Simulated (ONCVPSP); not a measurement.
# An ONCV potential for hafnium, from input to tests

Aim: build the potential from the settings below, then test how well it stands in for the atom: other configurations, scattering, ghost states and the plane-wave cutoff that it needs.

The numbers are computed with ONCVPSP 4.0.1 (PBE, scalar-relativistic, spin-unpolarised reference atom).

## (1) Starting point

Typed settings, in words:

| Item | Value |
| --- | --- |
| element | hafnium (Hf, Z = 72) |
| type | optimised norm-conserving Vanderbilt (ONCV) |
| frozen core | [Kr] 4d10 4f14 |
| valence charge | 12 |
| reference configuration | 5s2 5p6 5d2 6s1.75 6p0.25 |
| partial waves | 5s+6s: rc 1.60 bohr, ncon 4, nbas 8, qcut 6.3 1/bohr, 2 projectors; 5p+6p: rc 2.55 bohr, ncon 4, nbas 8, qcut 6.5 1/bohr, 2 projectors; 5d: rc 1.95 bohr, ncon 4, nbas 7, qcut 4.2 1/bohr, 3 projectors, debl 2.6 Ha; f scattering state at 0.14 Ha: rc 2.25 bohr, ncon 4, nbas 7, qcut 5.3 1/bohr, 3 projectors, debl 2.9 Ha |
| local potential | polynomial inside 1.30 bohr (lpopt 5, dvloc0 3 Ha) |
| core correction | polynomial model core, fcfact 0.7 |

An earlier all-electron run gives the scale for the radii.

All-electron outer shells of the reference configuration (PBE, scalar-relativistic, ld1.x):

| shell | level (eV) | outermost node (bohr) | outermost maximum (bohr) |
| --- | --- | --- | --- |
| 4d | -207.05 | 0.23 | 0.47 |
| 5s | -67.40 | 0.55 | 1.01 |
| 5p | -35.95 | 0.60 | 1.16 |
| 4f | -17.21 | – | 0.45 |
| 6s | -5.35 | 1.37 | 2.89 |
| 5d | -3.00 | 0.67 | 1.69 |
| 6p | -1.58 | 1.66 | 4.00 |

## (2) Generating the potential

File Hf.dat:

```
# ATOM AND REFERENCE CONFIGURATION
# atsym  z   nc   nv     iexc    psfile
  Hf 72.00   10    5        4      upf
#
#   n    l    f
    1    0    2.00
    2    0    2.00
    2    1    6.00
    3    0    2.00
    3    1    6.00
    3    2   10.00
    4    0    2.00
    4    1    6.00
    4    2   10.00
    4    3   14.00
    5    0    2.00
    5    1    6.00
    5    2    2.00
    6    0    1.75
    6    1    0.25
#
# PSEUDOPOTENTIAL AND OPTIMIZATION
# lmax
    3
#
#   l,   rc,      ep,       ncon, nbas, qcut
    0    1.60    0.00    4    8    6.30
    1    2.55    0.00    4    8    6.50
    2    1.95    0.00    4    7    4.20
    3    2.25    0.14    4    7    5.30
#
# LOCAL POTENTIAL
# lloc, lpopt,  rc(5),   dvloc0
    4    5    1.30    3.00
#
# VANDERBILT-KLEINMAN-BYLANDER PROJECTORs
# l, nproj, debl
    0    2    0.50
    1    2    3.00
    2    3    2.60
    3    3    2.90
#
# MODEL CORE CHARGE
# icmod, fcfact, rcfact
    1    0.70    0.00
#
# LOG DERIVATIVE ANALYSIS
# epsh1, epsh2, depsh
   -4.00    5.00    0.02
#
# OUTPUT GRID
# rlmax, drl
    6.00    0.01
#
# TEST CONFIGURATIONS
# ncnf
    4
# nvcnf
#   n    l    f
    5
    5    0    2.00
    5    1    6.00
    5    2    2.00
    6    0    2.00
    6    1    0.00
#
    5
    5    0    2.00
    5    1    6.00
    5    2    2.00
    6    0    1.00
    6    1    0.00
#
    5
    5    0    2.00
    5    1    6.00
    5    2    2.00
    6    0    0.00
    6    1    0.00
#
    5
    5    0    2.00
    5    1    6.00
    5    2    1.00
    6    0    0.00
    6    1    0.00
#
```

The run is started by

```console
$ oncvpsp.x < Hf.dat > Hf.out
```

Q: Predict the outcome of this session. Wanted: cutoffs for 1 and 0.1 mHa per electron, occupied waves; bound ghosts; GHOST(+) flags; largest test error; largest phase difference near zero energy, channels read; rms error of d²Exc/dn², without and with the model core.

**Answer**, as computed:

| quantity | value |
| --- | --- |
| cutoffs for 1 and 0.1 mHa per electron, occupied waves | 19 Ha and 41 Ha |
| bound ghosts | f at -298.21 eV |
| GHOST(+) flags | s at 233 eV, f at 798 eV |
| largest test error (AE − PS) | -15 meV, for 5s2 5p6 5d2 6s0 6p0 (1 test unsolved) |
| largest phase difference near zero energy, channels read | 0.029 rad |
| rms error of d²Exc/dn², without and with the model core | 5.13 and 0.72 mHa |

In words: A bound ghost (f) makes it unfit for use: electrons can fall into a state that the atom doesn't have. By total energies transferability is good where solved: the largest error is 15 meV on 21.2 eV, for 5s2 5p6 5d2 6s0 6p0. Atomic tests can pass in spite of a ghost, since they solve only for the levels asked. Of the tests 1 gave no usable energy difference, which is a warning in itself. It counts as of middling hardness, with 19 Ha needed at the looser tolerance. Near zero energy the phases of the channels with partial waves agree within 0.029 rad. The program also flags highly localised states, GHOST(+) (s, f). Note that the frozen 4f shell (-17 eV) lies higher than the valence 5s shell (-67 eV). These are tests on the free atom; a crystal test is still owed.
